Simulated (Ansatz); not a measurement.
# Si16B: the cost of one run

Program: Ansatz 0.2.0. Level of theory: DFT PBE+D3(BJ), plane waves, PAW, scalar-relativistic, collinear spin. These are calculated values, not measurements.

## (1) The starting structure

The cell holds 17 atoms (BSi16): a = 7.679 Å, b = 7.679 Å, c = 7.679 Å, α = 60.00°, β = 60.00°, γ = 60.00°.

Structure file:

```
CELL_PARAMETERS angstrom
0.00000 5.43000 5.43000
5.43000 0.00000 5.43000
5.43000 5.43000 0.00000
ATOMIC_POSITIONS crystal
Si 0.00000 0.00000 0.00000
Si 0.12500 0.12500 0.12500
Si 0.00000 0.00000 0.50000
Si 0.12500 0.12500 0.62500
Si 0.00000 0.50000 0.00000
Si 0.12500 0.62500 0.12500
Si 0.00000 0.50000 0.50000
Si 0.12500 0.62500 0.62500
Si 0.50000 0.00000 0.00000
Si 0.62500 0.12500 0.12500
Si 0.50000 0.00000 0.50000
Si 0.62500 0.12500 0.62500
Si 0.50000 0.50000 0.00000
Si 0.62500 0.62500 0.12500
Si 0.50000 0.50000 0.50000
Si 0.62500 0.62500 0.62500
B 0.37552 0.37646 0.36646
```

## (2) Preparing the start

The input, input.yaml:

```yaml
crystal:
  lattice:
    - [0.0, 5.43, 5.43]
    - [5.43, 0.0, 5.43]
    - [5.43, 5.43, 0.0]
  atoms:
    - { symbol: Si, position: [0.0, 0.0, 0.0] }
    - { symbol: Si, position: [0.125, 0.125, 0.125] }
    - { symbol: Si, position: [0.0, 0.0, 0.5] }
    - { symbol: Si, position: [0.125, 0.125, 0.625] }
    - { symbol: Si, position: [0.0, 0.5, 0.0] }
    - { symbol: Si, position: [0.125, 0.625, 0.125] }
    - { symbol: Si, position: [0.0, 0.5, 0.5] }
    - { symbol: Si, position: [0.125, 0.625, 0.625] }
    - { symbol: Si, position: [0.5, 0.0, 0.0] }
    - { symbol: Si, position: [0.625, 0.125, 0.125] }
    - { symbol: Si, position: [0.5, 0.0, 0.5] }
    - { symbol: Si, position: [0.625, 0.125, 0.625] }
    - { symbol: Si, position: [0.5, 0.5, 0.0] }
    - { symbol: Si, position: [0.625, 0.625, 0.125] }
    - { symbol: Si, position: [0.5, 0.5, 0.5] }
    - { symbol: Si, position: [0.625, 0.625, 0.625] }
    - { symbol: B, position: [0.3755173, 0.3764572, 0.3664604], spin: 1.0 }
magnetization:
  spin_polarized: true
basis:
  ecutwfc: 420.0
kpoints:
  mp_grid: { grid: [2, 2, 2] }
hamiltonian:
  xc: pbe
  dispersion: d3bj
  pseudopotentials: { kind: paw, azcp: { folder: soft_1 } }
scf:
  occupations: { method: fermi_dirac, width: 0.02 }
  lower_state_search: "off"
relax:
  f_tol: 0.08
  max_steps: 25
  adjacent_minimum: "off"
```

Launch:

```console
$ ansatz run input.yaml --threads 1 --pin off --max-ram 3072MiB --backend cpu --events-out ev --progress --plain --runs-dir out
```

What time and memory should one allow on 1 thread of Intel Xeon 6975P-C (Granite Rapids), shared host?

About 19 s, with a peak of 0.71 GiB.
